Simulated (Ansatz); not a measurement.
**CH₃ClF₂SZr: one species, many methods**

One table from this session's results is given with a row withheld; the runs are named, their logs left out.

The runs use Ansatz 0.2.0, Gaussian basis; functionals in def2-TZVPP, the program's frozen cores in correlated methods.

The runs, in order: LDA (SPW92), PBE-D4, revPBE-D4, BLYP-D4, r2SCAN-D4, B97M-V, PBE0-D4, B3LYP-D4, r2SCANh-D4, r2SCAN0-D4, HSE06-D4, BHLYP-D4, CAM-B3LYP-D4, LC-ωPBE, ωB97X-V, ωB97M-V, B2PLYP, PBE-QIDH; CCSD(T)/def2-SVP; CCSD(T)/def2-TZVPP; MP2/def2-QZVPP; extrapolation to the limit; RPA on PBE.

## Structure used throughout

All runs share one geometry, relaxed beforehand with PBE0-D4 in a triple-zeta def2 set. Zr takes the def2 core potential; no spin-orbit term is included.

SMILES `C[S][Zr]([F])([F])[Cl]`, 9 atoms, charge 0, spin multiplicity 1.

Atoms are counted from 1 here; the program's logs count them from 0.

Bond lengths: C1–S2 1.829 Å, C1–H7 1.088 Å, C1–H8 1.089 Å, C1–H9 1.099 Å, S2–Zr3 2.399 Å, Zr3–F4 1.896 Å, Zr3–F5 1.896 Å, Zr3–Cl6 2.337 Å. Angles: S2–C1–H7 108.8°, S2–C1–H8 108.8°, S2–C1–H9 114.3°, H7–C1–H8 110.5°, H7–C1–H9 107.1°, H8–C1–H9 107.1°, C1–S2–Zr3 88.1°, S2–Zr3–F4 108.3°, S2–Zr3–F5 108.3°, S2–Zr3–Cl6 108.6°, F4–Zr3–F5 107.9°, F4–Zr3–Cl6 111.8°, F5–Zr3–Cl6 111.8°.

The first run:

The input, in.yaml:

```yaml
crystal:
  periodic: [false, false, false]
  atoms:
    - {symbol: C, position_ang: [0.641363, -1.401947, -0.194238]}
    - {symbol: S, position_ang: [0.293819, -0.635887, 1.429446]}
    - {symbol: Zr, position_ang: [-0.579195, 1.266307, 0.256003]}
    - {symbol: F, position_ang: [-1.998347, 0.679948, -0.855497]}
    - {symbol: F, position_ang: [0.788712, 1.955279, -0.860767]}
    - {symbol: Cl, position_ang: [-1.297534, 2.842562, 1.824590]}
    - {symbol: H, position_ang: [1.710762, -1.588918, -0.273066]}
    - {symbol: H, position_ang: [0.084234, -2.334037, -0.269776]}
    - {symbol: H, position_ang: [0.356186, -0.783296, -1.056694]}
basis:
  gaussian: {orbitals: def2-TZVPP}
hamiltonian: {xc: lda}
output: {orbitals: {seedname: orbitals}}
```

On the command line:

```console
$ ansatz run in.yaml --threads 2 --pin off --events-out ev --progress --plain --max-ram 31744MiB --backend cuda --devices 0, --max-vram 18GiB
```

Among the steps run: LDA; PBE-D4 (GGA); revPBE-D4 (GGA); BLYP-D4 (GGA); r2SCAN-D4 (meta-GGA); B97M-V (meta-GGA); PBE0-D4 (hybrid); B3LYP-D4 (hybrid); r2SCANh-D4 (hybrid); r2SCAN0-D4 (hybrid); HSE06-D4 (hybrid); BHLYP-D4 (hybrid); CAM-B3LYP-D4 (range-separated); LC-ωPBE (range-separated); ωB97X-V (range-separated); ωB97M-V (range-separated); B2PLYP (double hybrid); PBE-QIDH (double hybrid).

One table of the session follows, with a row left open; its other results are not shown here.

It belongs to the step «Frontier levels by functional». 

```
  functional  HOMO (eV)  LUMO (eV)  gap (eV)
 LDA (SPW92)      -6.64      -3.16      3.48
      PBE-D4      -6.49      -2.90      3.59
   revPBE-D4      -6.43      -2.80      3.63
     BLYP-D4      -6.34      -2.77      3.56
   r2SCAN-D4      -6.77      -2.75      4.02
      B97M-V      -6.84      -2.71      4.13
     PBE0-D4      -7.71      -2.10      5.61
    B3LYP-D4      -7.47      -2.31      5.17
  r2SCANh-D4      -7.22      -2.45      4.76
  r2SCAN0-D4      -7.89      -2.00      5.89
    HSE06-D4          ?          ?         ?
    BHLYP-D4      -8.78      -1.13      7.65
CAM-B3LYP-D4      -9.00      -1.00      8.00
     LC-ωPBE     -10.35       0.16     10.51
     ωB97X-V     -10.01       0.07     10.08
     ωB97M-V      -9.85      -0.02      9.84
```

Q: Estimate the row for HSE06-D4 from the others.

The run gave: HOMO (eV): -7.31; LUMO (eV): -2.47; gap (eV): 4.84. In the column «HOMO (eV)» it lies between B3LYP-D4 (-7.47) and r2SCANh-D4 (-7.22).
